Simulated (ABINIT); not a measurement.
## Mg3ZnC: single point with PBE

Mg3ZnC:

```xyz
5
Lattice="4.4069 0.0000 0.0000 0.0000 4.4069 0.0000 0.0000 0.0000 4.4069" Properties=species:S:1:pos:R:3 pbc="T T T"
Zn    0.0635    0.0014    0.0187
Mg    2.2230    0.0237    2.1854
Mg    2.2469    2.2087    0.0075
Mg   -0.0058    2.1890    2.2057
C     2.2494    2.2204    2.2318
```

The cell comes from a database or a generator and needn't be the stable form of this composition.

The cell isn't the ideal one: atoms moved at random, drawn with an rms of 0.05 Å.

```
Program             : ABINIT 10.8.3 (patched build)
Task                : single point
Functional          : PBE
Potentials or basis : JTH PAW PBE v2.0
Cutoff              : 599 eV
k mesh              : 6 × 6 × 6
Occupations         : fermi-dirac, width 0.05 eV
Spin                : no spin polarisation
Fine-grid cutoff    : 1197.3 eV
```

```
Pressure                                              : -0.1 GPa
Largest force                                         : 0.540 eV/Å
Band gap on the k mesh                                : none (metal or under the smearing width)
Valence electrons inside the program's atomic spheres : Zn 10.69; Mg 8.24, 8.25; C 2.33
```

Forces in eV/Å, atoms in the order of the input:
```
Zn  -0.060  0.002 -0.029
Mg  -0.006 -0.152  0.086
Mg  -0.065  0.036  0.107
Mg   0.532  0.084  0.035
C   -0.401  0.030 -0.198
```

Stress tensor (GPa, compression positive):
```
 0.00 -0.01  0.00
-0.01 -0.21 -0.01
 0.00 -0.01 -0.14
```

Levels at points of the mesh, in eV from the Fermi level:
```csv
k point,band 20,band 21,band 22,band 23,band 24,band 25,band 26,band 27
"(0.00, 0.00, 0.00)",-2.64,-2.64,-2.64,1.64,1.64,2.68,2.68,2.68
"(0.50, 0.00, 0.00)",-2.16,-2.14,-2.06,-1.05,1.34,1.34,2.98,4.11
"(0.00, 0.50, 0.00)",-2.16,-2.14,-2.04,-1.06,1.34,1.34,2.98,4.11
"(0.50, 0.50, 0.00)",-4.49,-4.36,-1.95,0.91,0.91,2.08,2.80,3.95
"(0.00, 0.00, 0.50)",-2.16,-2.14,-2.04,-1.06,1.34,1.34,2.98,4.11
"(0.50, 0.00, 0.50)",-4.49,-4.36,-1.95,0.91,0.91,2.09,2.80,3.95
"(0.00, 0.50, 0.50)",-4.50,-4.36,-1.95,0.91,0.91,2.09,2.80,3.95
"(0.50, 0.50, 0.50)",-3.37,-3.36,-3.09,-1.75,-1.75,-1.75,4.93,4.93
```

It took 6.1 min on 1 thread of Arm Neoverse V2 (shared host), peak memory 0.35 GiB.
